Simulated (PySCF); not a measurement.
# ZrOCl₂: relaxation and vibrations of the singlet

Aim: relax ZrOCl₂ as a singlet from a PBE0 minimum start, check by its vibrations whether the end is a minimum, and collect its spectrum and constants.

The runs use PySCF 2.14.0; PBE0, basis Zr def2-TZVP with ECP28, O def2-TZVP, Cl def2-TZVP, scalar-relativistic core potentials, no spin–orbit coupling, density fitting.

**1. The starting structure**

4 atoms, charge 0, spin multiplicity 1.

Bond lengths: Zr1–O2 1.723 Å, Zr1–Cl3 2.374 Å, Zr1–Cl4 2.374 Å. Angles: O2–Zr1–Cl3 112.8°, O2–Zr1–Cl4 112.8°, Cl3–Zr1–Cl4 123.1°.

Coordinates in bohr (charge 0 multiplicity 1):
```
Zr    0.0000   -0.6329    0.0000
O    -2.5408   -2.6704    0.0000
Cl    0.5811    1.4244    3.9439
Cl    0.5811    1.4244   -3.9439
```

**2. The SCF at the typed geometry**

The steps below are one call of a driver around PySCF. For each, scf.py gives the equivalent set-up of the SCF; relaxations use the driver's own optimiser. After this first run the driver tries any further starts and a stability analysis.

Input file scf.py:

```python
from pyscf import gto, scf, dft
mol = gto.M(atom='''
Zr     0.000000    -0.334930    -0.000000
O     -1.344540    -1.413130    -0.000000
Cl     0.307500     0.753740     2.087020
Cl     0.307500     0.753740    -2.087020''',
    basis={'Zr': 'def2-TZVP', 'O': 'def2-TZVP', 'Cl': 'def2-TZVP'},
    ecp={'Zr': 'def2-TZVP'},
    charge=0, spin=0)
mf = dft.RKS(mol, xc='PBE0')
mf.grids.atom_grid = (50, 194)
aux = {'Zr': 'def2-universal-JKFIT', 'O': 'def2-universal-JKFIT', 'Cl': 'def2-universal-JKFIT'}
mf = mf.density_fit(auxbasis=aux)
mf.conv_tol = 1e-08
mf.diis_space = 10
mf.max_cycle = 60
mf.init_guess = 'minao'
mf.verbose = 4
mf.kernel()
```

On the command line:

```sh
OMP_NUM_THREADS=4 python axn.py task.json out
```

After this run come: Relaxation: PBE0 minimum start, singlet; Is it a minimum? Harmonic modes.

**Question.** What will these runs give? Wanted: minimum; geometry; wavenumbers; dipole moment; highest occupied, lowest empty level; polar-tensor charge of Zr1; zero-point energy; atomisation energy.

**Answer**, as computed:

| quantity | value |
| --- | --- |
| minimum | singlet, Cs |
| geometry | Zr–Cl 2.373 Å (×2), Zr–O 1.723 Å; Cl–Zr–Cl 122.7°, Cl–Zr–O 112.6° (×2) |
| wavenumbers (cm⁻¹) | 60 (a'), 114 (a'), 199 (a''), 370 (a'), 423 (a''), 995 (a') |
| dipole moment | 3.45 D |
| highest occupied, lowest empty level | -9.05, -3.46 eV |
| polar-tensor charge of Zr1 | +2.24 e |
| zero-point energy | 12.9 kJ/mol |
| entropy at 298.15 K | 340.2 J/(mol K) |
| atomisation energy (no zero-point energy) | 1707 kJ/mol |

In words: The molecule stays Cs, as typed, and the end point is a minimum. In the infrared the band at 995 cm⁻¹ (a', stretch) leads. Only this shape and spin were tried, so other structures or states may lie lower. Whether spin polarisation would lower the closed shell was not checked.
